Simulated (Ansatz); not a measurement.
Consider an atomisation energy of ClGeHO, SMILES [OH][Ge][Cl] (Ansatz 0.2.0 through its Python package).

`clgeho_tae.py`
```python
from collections import Counter

import ansatz as az


def total_energy(molecule, charge=0, unpaired=0):
    calc = (
        molecule.calculation()
        .basis(gaussian="def2-SVPD")
        .correlation("CCSD(T)", electrons="valence")
        .accuracy("high")
    )
    if charge:
        calc = calc.charge(charge)
    if unpaired:
        calc = calc.spin("collinear", total=unpaired)
    return calc.run(threads=1, pin="off").report["free_energy_ev"]

molecule = (
    az.Crystal.molecule()
    .atom("O", [-0.8652, 0.3087, -0.7016])
    .atom("Ge", [-0.429, -0.414, 0.8274])
    .atom("Cl", [1.5884, -1.101, 0.6618])
    .atom("H", [-0.2386, 1.1461, -0.8078])
)

unpaired = {"O": 2, "Ge": 2, "Cl": 1, "H": 1}
counts = Counter(site.symbol for site in molecule.cartesian_sites)
atom_energy = {s: total_energy(az.Crystal.molecule().atom(s, (0, 0, 0)), 0, unpaired[s]) for s in counts}
whole = total_energy(molecule, 0, 0)
for s, e in atom_energy.items():
    print(f"{s:2s} x{counts[s]}  {e:14.5f} eV")
print(f"ClGeHO: {whole:.5f} eV")
split = sum(counts[s] * e for s, e in atom_energy.items()) - whole
print(f"atomisation energy (no zero-point term): {96.485332 * split:.1f} kJ/mol, {split / sum(counts.values()):.3f} eV an atom")
```

What does it cost to take this molecule apart into atoms?

1149.6 kJ/mol from the electronic energies, without the zero-point term.

The run itself:

```console
$ python clgeho_tae.py
O  x1     -2036.76278 eV
Ge x1    -56470.21798 eV
Cl x1    -12502.68980 eV
H  x1       -13.58606 eV
ClGeHO: -71035.17176 eV
atomisation energy (no zero-point term): 1149.6 kJ/mol, 2.979 eV an atom
```

The settings weren't tested for convergence. The geometry is a force-field or estimated start, not a minimum of this method, and the basis set is short of its limit. All parts are taken at fixed geometry, without zero-point energy. In double-zeta sets correlated atomisation energies come out some 10 to 15 % low. The whole script took 24 s on 1 thread of Arm Neoverse V2, on a shared host, peak memory 0.6 GiB.
